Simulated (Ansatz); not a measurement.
# B4TePd: the cost of one run

Computed with Ansatz 0.2.0 (DFT PBE, scalar-relativistic, plane waves, PAW, unless a step's input says otherwise).

1 further run of the same task is left out (it didn't finish).

### 1 Starting point

The structure is cubic, space group F-43m (No. 216). Conventional cell: a = 7.247 Å, b = 7.247 Å, c = 7.247 Å, α = 90.00°, β = 90.00°, γ = 90.00°. B (site symmetry 3m) is surrounded by 3 B at 1.37 Å. Around Te (site symmetry -43m) lie 4 Pd at 3.14 Å and 12 B at 3.21 Å. Pd (site symmetry -43m) is surrounded by 12 B at 2.97 Å and 4 Te at 3.14 Å.

As a file:

```cif
data_structure
_symmetry_space_group_name_H-M 'P 1'
_symmetry_Int_Tables_number 1
_cell_length_a 5.1242
_cell_length_b 5.1242
_cell_length_c 5.1242
_cell_angle_alpha 60.000
_cell_angle_beta 60.000
_cell_angle_gamma 60.000
_cell_volume 95.14
loop_
_atom_site_label
_atom_site_type_symbol
_atom_site_fract_x
_atom_site_fract_y
_atom_site_fract_z
_atom_site_occupancy
B1 B 0.81685 0.81685 0.81685 1
B2 B 0.81685 0.81685 0.54945 1
B3 B 0.81685 0.54945 0.81685 1
B4 B 0.54945 0.81685 0.81685 1
Te1 Te 0.25000 0.25000 0.25000 1
Pd1 Pd 0.50000 0.50000 0.50000 1
```

Recipe of the guess: random cell by space group and Wyckoff sites (F-43m, No. 216). Its size is a rough estimate.

### 2 Probe: one point on a coarse mesh

input.yaml reads:

```yaml
crystal:
  lattice:
    - [0.0, 3.62332983, 3.62332983]
    - [3.62332983, 0.0, 3.62332983]
    - [3.62332983, 3.62332983, 0.0]
  atoms:
    - { symbol: B, position: [0.81684856, 0.81684856, 0.81684856] }
    - { symbol: B, position: [0.81684856, 0.81684856, 0.54945433] }
    - { symbol: B, position: [0.81684856, 0.54945433, 0.81684856] }
    - { symbol: B, position: [0.54945433, 0.81684856, 0.81684856] }
    - { symbol: Te, position: [0.25, 0.25, 0.25] }
    - { symbol: Pd, position: [0.5, 0.5, 0.5] }
basis:
  ecutwfc: 420
kpoints:
  mp_grid: { grid: [4, 4, 4] }
hamiltonian:
  xc: pbe
scf:
  occupations: { method: gaussian, width: 0.1 }
  lower_state_search: "off"
output:
  forces: true
  stress: true
  eigenvalues: true
```

Run with:

```
$ ansatz run input.yaml --threads 1 --pin off --max-ram 2560MiB --backend cpu --events-out ev --progress --plain --runs-dir out
```

What time and memory should one allow on 1 thread of Intel Xeon at 2.60GHz (Ice Lake), shared host?

About 3 s, with a peak of 0.39 GiB.
